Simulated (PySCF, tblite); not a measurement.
# C₆H₁₂FN: a rotation path, then NMR shifts on frames

Aim: move C₆H₁₂FN (`FC[C@@H]1CCCNC1`) away from its starting geometry and see how NMR shifts follow the geometry.

Programs: tblite 0.8.0 and PySCF 2.14.0, with density-fitted response routines of our own. Each step states its level of theory. These are calculated values for one molecule in the gas phase, unless marked as measured. Atoms count from 0, in the outputs and in this text.

**1. Starting geometry**

20 atoms, charge 0, multiplicity 1; geometry from: GFN2-xTB.

Bonds of the start (Å): F0–C1 1.38, C1–C2 1.53, C2–C3 1.53, C3–C4 1.53, C4–C5 1.53, C5–N6 1.45, N6–C7 1.45, C7–C2 1.54, C1–H8 1.10, C1–H9 1.09, C2–H10 1.10, C3–H11 1.09, C3–H12 1.09, C4–H13 1.09, C4–H14 1.09, C5–H15 1.09, C5–H16 1.09, N6–H17 1.02, C7–H18 1.09, C7–H19 1.09.

**2. The rotation path with GFN2-xTB**

What the job is given:

```
{"job": {"kind": "neb", "xc": "GFN2-xTB", "basis": "xTB", "atoms": [0, 1, 2, 7], "turn": 120}, "charge": 0, "multiplicity": 1}
F     -2.766060     1.101762    -0.368318
C     -1.899232     0.044881    -0.521884
C     -0.924999    -0.014286     0.652170
C      0.047080     1.173348     0.648071
C      1.102814     1.042746    -0.449875
C      1.792701    -0.322348    -0.356095
N      0.860126    -1.433152    -0.403030
C     -0.132304    -1.335356     0.646604
H     -2.515988    -0.859728    -0.569248
H     -1.396071     0.199040    -1.481262
H     -1.526816     0.027441     1.566725
H      0.549349     1.211535     1.617562
H     -0.514366     2.101728     0.524537
H      1.841074     1.838729    -0.344014
H      0.640955     1.149464    -1.434327
H      2.512283    -0.445027    -1.168691
H      2.332299    -0.395574     0.593230
H      0.405392    -1.463491    -1.310600
H     -0.813480    -2.185594     0.556645
H      0.400096    -1.425440     1.598764
```

Level: GFN2-xTB climbing-image nudged elastic band, gas phase.

On the command line:

```console
> OMP_NUM_THREADS=1 python probes_run.py task.json out
```

This one command runs all jobs of the session in turn.

The log of the run:

```text
image   E - E0 / eV
  0      -0.0000
  1       0.0155
  2       0.0589
  3       0.1055
  4       0.1351
  5       0.1361
  6       0.1005
  7       0.0491
  8       0.0224
```

Run time: 12 s. Hardware: 1 thread, shared host.

The final band, with the dihedral F0–C1–C2–C7:

| image | dihedral (°) | energy (eV) | energy (kcal/mol) |
| --- | --- | --- | --- |
| 0 | 169 | 0.000 | 0.0 |
| 1 | 186 | 0.016 | 0.4 |
| 2 | 203 | 0.059 | 1.4 |
| 3 | 220 | 0.106 | 2.4 |
| 4 | 236 | 0.135 | 3.1 |
| 5 | 252 | 0.136 | 3.1 |
| 6 | 269 | 0.100 | 2.3 |
| 7 | 287 | 0.049 | 1.1 |
| 8 | 302 | 0.022 | 0.5 |

**3. Shielding tensors: image 0, PBE0/pcSseg-1**

What the job is given:

```
{"job": {"kind": "nmr", "xc": "PBE0", "basis": "pcSseg-1", "pop": false}, "charge": 0, "multiplicity": 1}
F     -2.766100     1.101800    -0.368300
C     -1.899200     0.044900    -0.521900
C     -0.925000    -0.014300     0.652200
C      0.047100     1.173300     0.648100
C      1.102800     1.042700    -0.449900
C      1.792700    -0.322300    -0.356100
N      0.860100    -1.433200    -0.403000
C     -0.132300    -1.335400     0.646600
H     -2.516000    -0.859700    -0.569200
H     -1.396100     0.199000    -1.481300
H     -1.526800     0.027400     1.566700
H      0.549300     1.211500     1.617600
H     -0.514400     2.101700     0.524500
H      1.841100     1.838700    -0.344000
H      0.641000     1.149500    -1.434300
H      2.512300    -0.445000    -1.168700
H      2.332300    -0.395600     0.593200
H      0.405400    -1.463500    -1.310600
H     -0.813500    -2.185600     0.556600
H      0.400100    -1.425400     1.598800
```

With the program's defaults for keys left out, this is: GIAO PBE0/pcSseg-1 NMR shielding, non-relativistic, gas phase.

The log of the run:

```text
coarse grid: 16104 points
cycle   1  E = -389.8439641120  dE =  9.344e-01  |g| = 5.496e-01  |ddm| = 3.824e+00
cycle   2  E = -389.8209933635  dE =  2.297e-02  |g| = 6.976e-01  |ddm| = 1.034e+00
cycle   3  E = -389.9055226298  dE = -8.453e-02  |g| = 6.396e-02  |ddm| = 5.694e-01
cycle   4  E = -389.9061425454  dE = -6.199e-04  |g| = 2.478e-02  |ddm| = 5.895e-02
cycle   5  E = -389.9062627662  dE = -1.202e-04  |g| = 8.697e-03  |ddm| = 2.717e-02
cycle   6  E = -389.9062790119  dE = -1.625e-05  |g| = 1.184e-03  |ddm| = 8.985e-03
cycle   7  E = -389.9062792854  dE = -2.735e-07  |g| = 3.287e-04  |ddm| = 1.342e-03
final grid: 154312 points
cycle   8  E = -389.9625873146  dE = -8.006e-05  |g| = 1.003e-02  |ddm| = 4.287e-02
cycle   9  E = -389.9625751288  dE =  1.219e-05  |g| = 1.267e-02  |ddm| = 1.987e-02
cycle  10  E = -389.9626120661  dE = -3.694e-05  |g| = 1.214e-03  |ddm| = 1.118e-02
cycle  11  E = -389.9626122953  dE = -2.292e-07  |g| = 3.591e-04  |ddm| = 1.301e-03
cycle  12  E = -389.9626123137  dE = -1.840e-08  |g| = 8.335e-05  |ddm| = 2.902e-04
cycle  13  E = -389.9626123150  dE = -1.218e-09  |g| = 2.464e-05  |ddm| = 9.051e-05
cycle  14  E = -389.9626123151  dE = -1.336e-10  |g| = 3.858e-06  |ddm| = 2.229e-05
converged SCF energy = -389.9626123151

GIAO shielding tensors (ppm)
atom      isotropic    diamagn.    paramagn.     s11        s22        s33       span
  0 F      427.779     471.689     -43.909    395.779    424.320    463.239     67.460
  1 C      100.200     244.237    -144.037     59.555     82.575    158.470     98.915
  2 C      148.696     249.111    -100.415    129.861    153.847    162.381     32.521
  3 C      159.952     246.808     -86.856    151.717    163.141    164.997     13.279
  4 C      161.221     248.353     -87.132    144.043    167.221    172.400     28.358
  5 C      135.558     244.758    -109.200    120.298    132.403    153.973     33.675
  6 N      218.311     321.062    -102.751    187.695    204.245    262.994     75.300
  7 C      134.189     244.935    -110.745    119.050    132.505    151.013     31.963
  8 H       27.086      29.557      -2.471     22.260     28.859     30.137      7.877
  9 H       26.652      30.522      -3.870     22.363     27.831     29.763      7.401
 10 H       30.164      32.014      -1.850     26.754     27.797     35.942      9.188
 11 H       30.115      31.347      -1.232     26.157     28.187     36.002      9.845
 12 H       29.501      30.607      -1.107     24.791     28.283     35.427     10.636
 13 H       30.426      29.984       0.442     26.105     27.801     37.371     11.265
 14 H       30.188      31.415      -1.227     26.416     28.998     35.151      8.735
 15 H       28.603      28.744      -0.141     23.484     27.328     34.997     11.513
 16 H       29.122      29.592      -0.470     24.447     28.207     34.711     10.264
 17 H       31.953      33.677      -1.724     25.669     30.566     39.625     13.956
 18 H       28.745      30.211      -1.466     23.904     28.005     34.326     10.421
 19 H       28.765      30.349      -1.584     24.005     27.985     34.306     10.301
```

Wall time 2.2 min (1 thread, shared host).

The references, computed at this level on geometries of the same kind, shield at (ppm): 1H TMS 31.72, 13C TMS 186.9, 19F CFCl3 170.9, 15N NH3 267.7. Their shielding less the atom's gives the shift. The references are single molecules in the gas phase, so shifts against H2O, NH3, PH3, H3PO4 or CFCl3 are not on the usual liquid scales and can be off by tens of ppm. Each atom is listed at this fixed geometry, with no averaging over motion; a spectrum would average atoms that exchange fast.

| atoms | environment | σ (ppm) | δ (ppm) |
| --- | --- | --- | --- |
| C1 | sp3 CH2 bonded to F | 100.2 | 86.7 |
| C7 | sp3 CH2 bonded to N | 134.2 | 52.7 |
| C5 | sp3 CH2 bonded to N | 135.6 | 51.4 |
| C2 | sp3 CH in a ring | 148.7 | 38.2 |
| C3 | sp3 CH2 in a ring | 160.0 | 27.0 |
| C4 | sp3 CH2 in a ring | 161.2 | 25.7 |
| H9 | hydrogen on an sp3 CH2 bonded to F | 26.65 | 5.06 |
| H8 | hydrogen on an sp3 CH2 bonded to F | 27.09 | 4.63 |
| H15 | hydrogen on an sp3 CH2 bonded to N | 28.60 | 3.11 |
| H18 | hydrogen on an sp3 CH2 bonded to N | 28.75 | 2.97 |
| H19 | hydrogen on an sp3 CH2 bonded to N | 28.77 | 2.95 |
| H16 | hydrogen on an sp3 CH2 bonded to N | 29.12 | 2.60 |
| H12 | hydrogen on an sp3 CH2 in a ring | 29.50 | 2.22 |
| H11 | hydrogen on an sp3 CH2 in a ring | 30.11 | 1.60 |
| H10 | hydrogen on an sp3 CH in a ring | 30.16 | 1.55 |
| H14 | hydrogen on an sp3 CH2 in a ring | 30.19 | 1.53 |
| H13 | hydrogen on an sp3 CH2 in a ring | 30.43 | 1.29 |
| H17 | hydrogen on an amine nitrogen | 31.95 | -0.24 |
| F0 | fluorine on an sp3 carbon | 427.8 | -256.8 |
| N6 | amine nitrogen | 218.3 | 49.4 |

Ring of atoms C2, C3, C4, C5, N6, C7: NICS(0) -0.8, NICS(1) -1.5, NICS(1)zz 2.9 ppm (means of both faces).

**4. Shielding tensors: image 2, PBE0/pcSseg-1**

What the job is given:

```
{"job": {"kind": "nmr", "xc": "PBE0", "basis": "pcSseg-1", "pop": false}, "charge": 0, "multiplicity": 1}
F     -2.289900     1.297500    -0.800600
C     -1.914100     0.009500    -0.505400
C     -0.930700    -0.048300     0.668500
C      0.025800     1.151700     0.692300
C      1.067500     1.077800    -0.422100
C      1.792800    -0.269600    -0.365800
N      0.883700    -1.398800    -0.441100
C     -0.109100    -1.354900     0.611700
H     -2.836600    -0.531100    -0.270300
H     -1.483800    -0.398200    -1.425800
H     -1.509700    -0.042400     1.598200
H      0.537800     1.154800     1.657500
H     -0.545500     2.077700     0.607700
H      1.784800     1.892200    -0.307800
H      0.582500     1.194500    -1.393900
H      2.509700    -0.354000    -1.185400
H      2.337300    -0.358600     0.579900
H      0.438300    -1.410400    -1.353500
H     -0.773700    -2.214600     0.493300
H      0.427600    -1.464100     1.559500
```

Level: GIAO PBE0/pcSseg-1 NMR shielding, non-relativistic, gas phase.

The log of the run:

```text
coarse grid: 16104 points
cycle   1  E = -389.8435618449  dE =  9.345e-01  |g| = 5.457e-01  |ddm| = 3.827e+00
cycle   2  E = -389.8199331475  dE =  2.363e-02  |g| = 6.949e-01  |ddm| = 1.037e+00
cycle   3  E = -389.9043606576  dE = -8.443e-02  |g| = 6.496e-02  |ddm| = 5.775e-01
cycle   4  E = -389.9050081312  dE = -6.475e-04  |g| = 2.433e-02  |ddm| = 6.084e-02
cycle   5  E = -389.9051232851  dE = -1.152e-04  |g| = 8.889e-03  |ddm| = 2.723e-02
cycle   6  E = -389.9051402881  dE = -1.700e-05  |g| = 1.095e-03  |ddm| = 9.196e-03
cycle   7  E = -389.9051405265  dE = -2.385e-07  |g| = 3.114e-04  |ddm| = 1.245e-03
final grid: 154312 points
cycle   8  E = -389.9616017390  dE = -7.553e-05  |g| = 9.800e-03  |ddm| = 4.061e-02
cycle   9  E = -389.9615896670  dE =  1.207e-05  |g| = 1.247e-02  |ddm| = 1.954e-02
cycle  10  E = -389.9616253490  dE = -3.568e-05  |g| = 1.146e-03  |ddm| = 1.103e-02
cycle  11  E = -389.9616255490  dE = -2.000e-07  |g| = 3.490e-04  |ddm| = 1.210e-03
cycle  12  E = -389.9616255667  dE = -1.775e-08  |g| = 7.950e-05  |ddm| = 2.953e-04
cycle  13  E = -389.9616255679  dE = -1.123e-09  |g| = 2.325e-05  |ddm| = 8.814e-05
cycle  14  E = -389.9616255680  dE = -1.173e-10  |g| = 3.875e-06  |ddm| = 2.109e-05
converged SCF energy = -389.9616255680

GIAO shielding tensors (ppm)
atom      isotropic    diamagn.    paramagn.     s11        s22        s33       span
  0 F      432.622     473.242     -40.620    399.798    422.743    475.326     75.528
  1 C      103.223     242.537    -139.313     59.222     82.639    167.810    108.588
  2 C      151.310     250.012     -98.703    140.700    148.899    164.330     23.630
  3 C      160.075     246.770     -86.695    150.748    163.522    165.955     15.207
  4 C      160.426     248.262     -87.836    144.115    167.535    169.629     25.514
  5 C      135.696     244.911    -109.215    120.986    132.394    153.709     32.723
  6 N      224.187     320.623     -96.436    187.811    222.193    262.556     74.745
  7 C      137.136     244.772    -107.636    118.426    135.019    157.963     39.537
  8 H       26.868      28.831      -1.964     22.352     27.427     30.824      8.472
  9 H       27.103      30.436      -3.333     23.030     28.486     29.793      6.763
 10 H       29.971      32.219      -2.248     25.724     27.743     36.448     10.724
 11 H       30.238      31.426      -1.188     26.166     28.263     36.285     10.119
 12 H       29.294      30.660      -1.366     24.776     28.054     35.053     10.277
 13 H       30.503      29.995       0.507     26.062     27.852     37.593     11.531
 14 H       30.344      31.329      -0.985     26.597     29.350     35.084      8.487
 15 H       28.617      28.794      -0.177     23.490     27.312     35.050     11.559
 16 H       29.126      29.626      -0.500     24.503     28.134     34.740     10.237
 17 H       31.255      33.396      -2.140     24.974     29.259     39.533     14.559
 18 H       29.101      29.984      -0.884     23.912     28.097     35.293     11.381
 19 H       28.811      30.276      -1.465     23.796     27.991     34.647     10.850
```

It took 2.1 min on 1 thread, shared host.

This run: δ C1 83.7, C5 51.2, C7 49.8, C2 35.6, H8 4.85, H9 4.61 ppm.

[end of part 1 of 2]
